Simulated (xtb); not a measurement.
# AlBH3SClO (SMILES SB[O][AlH][Cl]) at GFN2-xTB (GBSA dmso, surface grid tight)

Wanted: a structure relaxation of AlBH3SClO. 

The results are computed with xtb 6.7.1.

2 further runs of the same task are left out: 2 set aside as unsound or not needed.

## Step 1: The molecule

AlBH3SClO: 8 atoms, total charge 0, spin state singlet. SMILES: `SB[O][AlH][Cl]`. The shape was relaxed beforehand at GFN2-xTB. This is one conformer, not always the lowest. The run starts from this shape.

Bond lengths: S1–B2 1.790 Å, B2–O3 1.334 Å, O3–Al4 1.668 Å, Al4–Cl5 2.018 Å, S1–H6 1.331 Å, B2–H7 1.171 Å, Al4–H8 1.508 Å. Angles: S1–B2–O3 120.8°, B2–O3–Al4 174.9°, O3–Al4–Cl5 121.4°, S1–B2–H7 116.8°, O3–B2–H7 122.3°, B2–S1–H6 97.7°, O3–Al4–H8 111.3°, Cl5–Al4–H8 127.2°.

## Step 2: A geometry optimisation at GFN2-xTB (GBSA dmso, surface grid tight)

Contents of xcontrol:

```
$gbsa
   gbsagrid=tight
$end
```

Contents of geom.xyz:

```xyz
8

S     -1.83328     1.50216     0.77408
B     -0.65460     0.22298     1.19541
O      0.17584    -0.27133     0.27514
Al     1.22899    -0.75194    -0.92591
Cl     0.77927    -2.27322    -2.17288
H     -1.51726     1.61992    -0.51345
H     -0.65223    -0.14917     2.30620
H      2.47327     0.10060    -0.93859
```

Command:

```bash
$ xtb geom.xyz -o --gbsa dmso -I xcontrol --gfn2 > geom.out 2> xtb.err
```

**Question.** What will come out? Wanted: total energy at the end; dipole moment; HOMO energy; LUMO energy; HOMO–LUMO gap; dispersion energy; solvent term in the energy; mean polarisability.

**Answer.** As computed:

At GFN2-xTB (GBSA dmso, surface grid tight):

| quantity | value |
| --- | --- |
| total energy at the end | -15.92498 Eh |
| dipole moment | 2.74 D |
| HOMO energy | -10.92 eV |
| LUMO energy | -7.08 eV |
| HOMO–LUMO gap | 3.84 eV |
| dispersion energy | -13.33 kJ/mol |
| solvent term in the energy | -31.0 kJ/mol |
| mean polarisability (D4 model) | 79.0 bohr³ |

In words: At the final geometry: Bond lengths: S1–B2 1.788 Å, B2–O3 1.334 Å, O3–Al4 1.671 Å, Al4–Cl5 2.018 Å, S1–H6 1.327 Å, B2–H7 1.177 Å, Al4–H8 1.510 Å. Angles: S1–B2–O3 122.0°, B2–O3–Al4 176.2°, O3–Al4–Cl5 121.3°, S1–B2–H7 116.1°, O3–B2–H7 121.9°, B2–S1–H6 98.9°, O3–Al4–H8 110.9°, Cl5–Al4–H8 127.7°. The optimisation took 9 steps and changed the energy by -0.003 eV.
